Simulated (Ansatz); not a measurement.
I need densities of the highest filled and lowest empty bands of PbIF, space group P4/nmm. Use Ansatz's Python interface. Level of theory: r2SCAN, norm-conserving potentials, the default cutoff (1250 eV here), 4×4×2 k-points, fixed occupations.

```cif
data_structure
_symmetry_space_group_name_H-M 'P 1'
_symmetry_Int_Tables_number 1
_cell_length_a 4.2374
_cell_length_b 4.2374
_cell_length_c 8.8000
_cell_angle_alpha 90.000
_cell_angle_beta 90.000
_cell_angle_gamma 90.000
_cell_volume 158.01
loop_
_atom_site_label
_atom_site_type_symbol
_atom_site_fract_x
_atom_site_fract_y
_atom_site_fract_z
_atom_site_occupancy
Pb1 Pb 0.50000 0.00000 0.16392 1
Pb2 Pb 0.00000 0.50000 0.83608 1
I1 I 0.50000 0.00000 0.66297 1
I2 I 0.00000 0.50000 0.33703 1
F1 F 0.00000 0.00000 0.00000 1
F2 F 0.50000 0.50000 0.00000 1
```

Script `pbif.py`:
```python
"""Densities of the top valence and bottom conduction bands of PbIF."""

import itertools
import warnings

import ansatz as az
import numpy as np

MESH = (4, 4, 2)
TOLERANCE = 1e-05
XC = "r2scan"
OCCUPATIONS = "fixed"


def main() -> None:
    warnings.simplefilter("ignore", az.DeckWarning)

    lattice = az.Lattice.of(
        [4.2374, 0.0, 0.0],
        [0.0, 4.2374, 0.0],
        [0.0, 0.0, 8.8],
    )
    sites = [
        ("Pb", [0.5, 0.0, 0.16392]),
        ("Pb", [0.0, 0.5, 0.83608]),
        ("I", [0.5, 0.0, 0.66297]),
        ("I", [0.0, 0.5, 0.33703]),
        ("F", [0.0, 0.0, 0.0]),
        ("F", [0.5, 0.5, 0.0]),
    ]
    crystal = az.Crystal(lattice=lattice)
    for symbol, position in sites:
        crystal = crystal.atom(symbol, position)

    model = (
        crystal.calculation()
        .pseudopotentials("nc")
        .kpoints(*MESH, shift=0.5)
        .scf(tolerance=TOLERANCE, lower_state_search="standard")
        .functional(XC)
        .accuracy("medium")
        .occupations(OCCUPATIONS)
        .band_densities([("v1", "v1"), ("c1", "c1")])
    )
    done = model.run()
    summary = done.report
    # share of each window within a sphere about each atom, summed on the grid
    cell = np.asarray(done.lattice.cell_ang)
    for names, window in zip([("v1", "v1"), ("c1", "c1")], done.band_densities().windows):
        density = window.outcome.density
        rho = density.channels[0].density_e_per_ang3
        axes = density.fft_grid_basis @ cell
        points = np.stack(np.meshgrid(*(np.arange(n) / n for n in rho.shape), indexing="ij"), axis=-1)
        print("bands", names, "electrons", np.round(window.outcome.n_electrons, 3), "peak", round(float(rho.max()), 3), "e/A^3")
        for index, site in enumerate(done.lattice.sites):
            offset = points - np.asarray(site.position_ang) @ np.linalg.inv(axes)
            offset -= np.round(offset)
            distance = np.min([np.linalg.norm((offset + image) @ axes, axis=-1) for image in itertools.product((-1, 0, 1), repeat=3)], axis=0)
            print(f"   {index} {site.symbol:2s} {100 * rho[distance < 1.2].sum() / rho.sum():5.1f} % within 1.2 A")


if __name__ == "__main__":
    main()
```

Output of `python pbif.py`:
```text
bands ('v1', 'v1') electrons [2.] peak 0.322 e/A^3
   0 Pb   3.0 % within 1.2 A
   1 Pb   3.0 % within 1.2 A
   2 I   21.9 % within 1.2 A
   3 I   21.9 % within 1.2 A
   4 F    2.4 % within 1.2 A
   5 F    2.4 % within 1.2 A
bands ('c1', 'c1') electrons [2.] peak 0.17 e/A^3
   0 Pb  11.0 % within 1.2 A
   1 Pb  11.0 % within 1.2 A
   2 I    3.6 % within 1.2 A
   3 I    3.6 % within 1.2 A
   4 F    4.3 % within 1.2 A
   5 F    4.3 % within 1.2 A
```

What to keep in mind:
- These settings explore the input space; cutoff and mesh may be short of convergence.
- Such functionals run on norm-conserving files made under PBE, which can move pressures by some GPa.
- Spin-orbit coupling, which matters for elements this heavy, is left out.
- The starting cell is as deposited in a crystallographic database; the results hold for this polymorph, which needn't be the stable one.
- The windows are summed over all k-points with every state counted as full, the empty ones too; where a window cuts a degenerate level its bands share the weight. Values near the nuclei depend on the potentials. Spheres that overlap count density twice, so shares are no populations.
- Run time: 7.1 s on 1 thread of AMD EPYC 9R45 96-Core Processor (Zen 5), on a shared host, peak memory 0.8 GiB.

(Lines on the test bed's own set-up are left out of the output.)
